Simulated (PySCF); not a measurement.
# A diatomic session: CdTe−

One job finds the state of CdTe−, follows it along the bond with each method and fits the curves.

Computed with PySCF 2.14.0. Level: Cd def2-SVPD with ECP28, Te def2-SVPD with ECP28, scalar-relativistic core potentials.

1 further run of the same task is left out (set aside as unsound or not needed).

### 1 The job

A driver script around PySCF takes these settings:

```json
{"atoms": "Cd, Te", "charge": "-1", "basis": "Cd def2-SVPD with ECP28, Te def2-SVPD with ECP28", "Hamiltonian": "scalar-relativistic core potentials", "basis functions": "69", "electrons treated": "45", "masses in u": "113.9034, 129.9062", "levels": "PBE0, PBE, r²SCAN, B3LYP, LDA, r²SCAN0, CAM-B3LYP, HF, MP2, SCS-MP2", "grid": "80 radial by 434 angular points", "occupations": "held fixed by the projection of orbital angular momentum", "dissociation limit": "Cd + Te−, each in its ground configuration", "starting distance in angstrom": "2.820", "values of 2S to try": "1, 3"}
```

Started as:

```bash
$ OMP_NUM_THREADS=1 python dia.py task.json out
```

Further steps of the session: First curve: PBE0; Higher solutions at PBE0; PBE (GGA); r²SCAN (meta-GGA); B3LYP; LDA; r²SCAN0; CAM-B3LYP (range-separated hybrid); UHF.

What does the calculation give? Wanted: for each run, Re; ωe; De; μ.

As calculated:

Lowest PBE0 solution found, without spin–orbit coupling: ²Σ⁺ (doublet), unpaired electrons σ ↑. State 2 has its PBE0 minimum 0.52 eV higher. The other levels ran on the lowest alone.

| level | Re (Å) | ωe (cm⁻¹) | De (eV) | μ (D) |
| --- | --- | --- | --- | --- |
| UHF | 2.712 | 149.5 | 0.491 | -3.92 |
| UHF-MP2 | 2.648 | 184.1 | 0.99 | n/a |
| UHF-SCS-MP2 | 2.671 | 174.0 | 0.80 | n/a |
| LDA | 2.633 | 177.6 | 1.41 | -2.42 |
| PBE | 2.708 | 156.0 | 1.00 | -2.78 |
| r²SCAN | 2.667 | 169.5 | 1.10 | -2.81 |
| B3LYP | 2.738 | 143.8 | 0.75 | -3.00 |
| PBE0 | 2.678 | 164.9 | 0.99 | -2.97 |
| r²SCAN0 | 2.655 | 172.7 | 1.05 | -3.02 |
| CAM-B3LYP | 2.693 | 153.6 | 0.76 | -3.03 |

De is counted to Cd + Te− in their ground configurations. A positive dipole points from Cd to Te; in an ion it is taken about the centre of mass and does not tell which atom is negative.

In words: The methods spread over 0.105 Å in bond length, from LDA to B3LYP. Among the levels with a De in the table, it runs from 0.491 eV (UHF) to 1.41 eV (LDA).

Correlated steps freeze 4 core orbitals. These are scalar-relativistic numbers at best; spin–orbit coupling would shift them, the dissociation energy most. With some functionals the highest level of the anion is positive, from self-interaction error or because the anion is truly unbound there; the finite basis then holds the extra electron, and no neutral molecule was run to test the binding. With spin–orbit coupling the term label itself may not hold.
